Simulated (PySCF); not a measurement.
# C₅H₈F₃NO: geometry, NMR shifts and electronic excitations

Aim: predict the NMR shifts and electronic excitations of C₅H₈F₃NO (`CNC(=O)[C@H](C)C(F)(F)F`).

Programs: PySCF 2.14.0, with density-fitted response routines of our own. Each step states its level of theory. These are calculated values for one molecule in the gas phase, unless marked as measured. Atoms count from 0, in the outputs and in this text.

## Step 1: Starting geometry

18 atoms, charge 0, multiplicity 1; geometry from: GFN2-xTB.

Bonds of the start (Å): C0–N1 1.44, N1–C2 1.34, C2–O3 1.21, C2–C4 1.54, C4–C5 1.53, C4–C6 1.52, C6–F7 1.35, C6–F8 1.34, C6–F9 1.34, C0–H10 1.09, C0–H11 1.09, C0–H12 1.09, N1–H13 1.01, C4–H14 1.10, C5–H15 1.09, C5–H16 1.09, C5–H17 1.09.

## Step 2: Optimising the geometry at PBE0-D3(BJ)/def2-SVP

The job: settings as JSON, then the geometry in Å.

```
{"job": {"xc": "PBE0", "basis": "def2-SVP", "d3": "d3bj", "grid": 1, "kind": "geom"}, "charge": 0, "multiplicity": 1}
C      2.633193     0.129048     0.547381
N      1.203621     0.204010     0.357224
C      0.537143    -0.692118    -0.391053
O      1.064064    -1.600026    -0.990731
C     -0.986078    -0.460000    -0.481100
C     -1.315236     0.815217    -1.258802
C     -1.642189    -0.429485     0.889134
F     -1.353197     0.686975     1.589736
F     -2.979944    -0.469507     0.802320
F     -1.276995    -1.457267     1.665622
H      2.993740    -0.739137    -0.001140
H      3.115916     1.028908     0.162535
H      2.872665     0.016151     1.605428
H      0.715576     0.926740     0.860834
H     -1.399262    -1.329753    -1.003078
H     -0.881656     0.752481    -2.252991
H     -0.916912     1.695486    -0.758717
H     -2.393209     0.928596    -1.354258
```

**Question.** This job is followed by: GIAO PBE0/pcSseg-1 NMR shielding, non-relativistic, gas phase; TDDFT wB97X-D/def2-SVPD, vertical, gas phase, core orbitals frozen in the response; GIAO WP04/pcSseg-1 NMR shielding, non-relativistic, gas phase. Predict these results of the whole session: point group; rotational constants (main isotopes); ¹³C shifts against TMS (PBE0/pcSseg-1); ¹H shifts against TMS (PBE0/pcSseg-1, means over atoms taken as alike); ¹⁵N shifts against NH3 (PBE0/pcSseg-1); ¹⁷O shifts against H2O (PBE0/pcSseg-1); ¹⁹F shifts against CFCl3 (PBE0/pcSseg-1, means over atoms taken as alike); lowest singlet (wB97X-D/def2-SVPD); brightest single state of those computed; lowest triplet; vertical ionisation energy (ΔSCF); range of the shift of O3.

**Answer**, as computed:

```
                                                                 quantity                               value
                                                              point group                                  C1
                                     rotational constants (main isotopes)                2.05, 0.93, 0.86 GHz
                                   ¹³C shifts against TMS (PBE0/pcSseg-1)  167.9, 131.8, 49.9, 24.8, 14.7 ppm
   ¹H shifts against TMS (PBE0/pcSseg-1, means over atoms taken as alike)          4.98, 2.94, 2.71, 1.32 ppm
                                   ¹⁵N shifts against NH3 (PBE0/pcSseg-1)                           118.0 ppm
                                   ¹⁷O shifts against H2O (PBE0/pcSseg-1)                           419.7 ppm
¹⁹F shifts against CFCl3 (PBE0/pcSseg-1, means over atoms taken as alike)                           -85.1 ppm
                                       lowest singlet (wB97X-D/def2-SVPD)         5.83 eV (213 nm), f = 0.001
                                 brightest single state of those computed         state 2, 7.33 eV, f = 0.142
                                                           lowest triplet                             5.38 eV
                                        vertical ionisation energy (ΔSCF)                             9.87 eV
                                                 range of the shift of O3                  405.7 to 419.7 ppm
```

In words: The optimisation took 10 steps and gained 0.049 eV; among the close pairs (by a distance rule), N1–C2 changed most, from 1.344 to 1.356 Å. At PBE0/pcSseg-1: The widest tensor belongs to O3: span 718 ppm, with a paramagnetic part of -486 ppm. The lowest singlet, at 5.83 eV, is HOMO−1→LUMO+1 0.66, HOMO−1→LUMO 0.26 and is weak; of the 10 states computed, the strongest absorption comes from state 2 at 7.33 eV. The lowest triplet lies 0.45 eV below the lowest singlet (triplets in Tamm-Dancoff, singlets in full TDDFT). The orbital energy would give 9.60 eV for ionisation, ΔSCF gives 9.87 eV. In ppm, O3 moves most: its shift spreads over 14.0 ppm, from 405.7 (WP04/pcSseg-1) to 419.7 (PBE0/pcSseg-1). Most of that comes from the computed reference, not from the atom's own shielding.
